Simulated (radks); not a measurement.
**Valence configurations of C**

One table from this session's results is given with a row withheld; the runs are named, their logs left out.

Method: Dirac Kohn-Sham, PBE, spin-unpolarised, spherical densities, point nucleus; open shells fill j = l - 1/2 first. Code: radks (a radial shooting solver on a logarithmic mesh, Libxc functionals) version 1.

## The system

| Property | Result |
| --- | --- |
| element | carbon (Z = 6) |
| charge | 0 |
| electrons | 6 |
| configuration | [He] 2s2 2p2 |
| others tried | 2s1 2p3; 2p4; 2s1.5 2p2.5 |

Set-up of the first run:

Settings of this run:

```text
Z 6
configuration [He] 2s2 2p2
relativity Dirac
functional pbe,pbe
spin unpolarised
j_filling energy
nucleus point
c 137.035999084
```

Steps of the session up to this table: [He] 2s2 2p2.

One table of the session follows, with a row left open; its other results are not shown here.

It belongs to the step «[He] 2s2 2p2». Radial moments (bohr):

| level | <r> | outermost maximum (interpolated) | 90 % within |
| --- | --- | --- | --- |
| 1s1/2 | 0.2706 | 0.174 | 0.486 |
| 2s1/2 | 1.572 | 1.21 | 2.52 |
| 2p1/2 | ? | ? | ? |
| 2p3/2 | 1.801 | 1.20 | 3.13 |

Estimate the missing values for 2p1/2.

**Answer.** <r>: 1.799; outermost maximum (interpolated): 1.20; 90 % within: 3.13. In the column «<r>» it lies between 2s1/2 (1.572) and 2p3/2 (1.801).
